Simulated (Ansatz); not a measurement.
# 2 structures of Se: a ranking of polymorphs by energy

Computed with Ansatz's Python interface.

The cells in order, each with its output:

In [1]:
```python
import ansatz
from ase import Atoms
import numpy as np
import pandas as pd
import spglib

XC = 'lda'
CUTOFF = 460
K_SPACING = 0.16
FILLING = 'cold'
SMEARING_WIDTH = 0.02
```

In [2]:
```python
def compute(name, crystal):
    calc = crystal.calculation()
    calc = calc.functional(XC)
    calc = calc.basis(CUTOFF)
    calc = calc.kpoints(spacing=K_SPACING)
    calc = calc.occupations(FILLING, width=SMEARING_WIDTH).stress()
    calc = calc.band_table()
    calc = calc.relax(force_tolerance=0.02, max_steps=40, cell=True)
    return calc.run()
```

In [3]:
```python
def space_group(outcome):
    sites = outcome.report['lattice']['sites']
    kinds = sorted({site['symbol'] for site in sites})
    cell = (outcome.lattice.cell_ang, [site['position_frac'] for site in sites], [kinds.index(site['symbol']) for site in sites])
    return spglib.get_spacegroup(cell, symprec=0.01)
```

In [4]:
```python
def gap_ev(outcome):
    # nan where the run reports no band edges: a metal, overlapping bands, or a gap that is small against the smearing
    edges = outcome.report.get('band_edges_ev')
    return edges[1] - edges[0] if edges else float('nan')
```

In [5]:
```python
def pressure_gpa(outcome):
    return float(np.trace(outcome.report['stress_gpa']) / 3)
```

In [6]:
```python
phases = {}
atoms = Atoms(
    ['Se'],
    scaled_positions=[
        [0.0, 0.0, 0.0],
    ],
    cell=[
        [-1.4038, 1.4038, 1.4038],
        [1.4038, -1.4038, 1.4038],
        [1.4038, 1.4038, -1.4038],
    ],
    pbc=True,
)
im_3m = ansatz.Crystal.from_ase(atoms)
phases['Im-3m'] = im_3m
fd_3m = (
    ansatz.Lattice.fcc(6.25113314)
    .space_group(227, origin_choice=1)
    .atom('Se', [0.5, 0.0, 0.5])
    .primitive()
)
phases['Fd-3m'] = fd_3m
```

In [7]:
```python
done = {}
for name, crystal in phases.items():
    done[name] = compute(name, crystal)
    print(f'{name}: {done[name].report["energy_sigma0_ev"]:.4f} eV, {len(done[name].lattice.sites)} atoms')
```
```text
Im-3m: -5382.8161 eV, 1 atoms
Fd-3m: -10765.4064 eV, 2 atoms
```

In [8]:
```python
energy = {name: o.report['energy_sigma0_ev'] / len(o.lattice.sites) for name, o in done.items()}
lowest = min(energy.values())
rows = [(name, len(o.lattice.sites), 1000 * (energy[name] - lowest), space_group(o), gap_ev(o), pressure_gpa(o)) for name, o in done.items()]
rows.sort(key=lambda row: row[2])
print(pd.DataFrame(rows, columns=['phase', 'atoms', 'dE (meV/atom)', 'space group', 'gap (eV)', 'P (GPa)']).round(4).to_string(index=False))
```
```text
phase  atoms  dE (meV/atom) space group  gap (eV)  P (GPa)
Im-3m      1          0.000 Im-3m (229)       NaN   0.0008
Fd-3m      2        112.888 Fd-3m (227)       NaN  -0.0265
```

By space group at the end of each run: Im-3m (+0 meV an atom, 19.0 Å³) and Fd-3m (+113 meV an atom, 29.3 Å³).

What to keep in mind:
- Absolute energies stand on the zero of these potentials, so only differences at equal settings mean something.
- Pressure is positive in compression.
- The cells come from databases of deposited and of computed structures, and not all need be stable phases.
- Levels are Kohn-Sham eigenvalues on this mesh, without spin-orbit coupling.
- The ranking holds among these structures alone, at zero temperature; the ground state may be another structure. Differences under 10 to 15 meV an atom lie within the error of mesh and functional.
- It ran for 61 s on 1 thread of Arm Neoverse V1, on a shared host, peak memory 0.55 GiB.
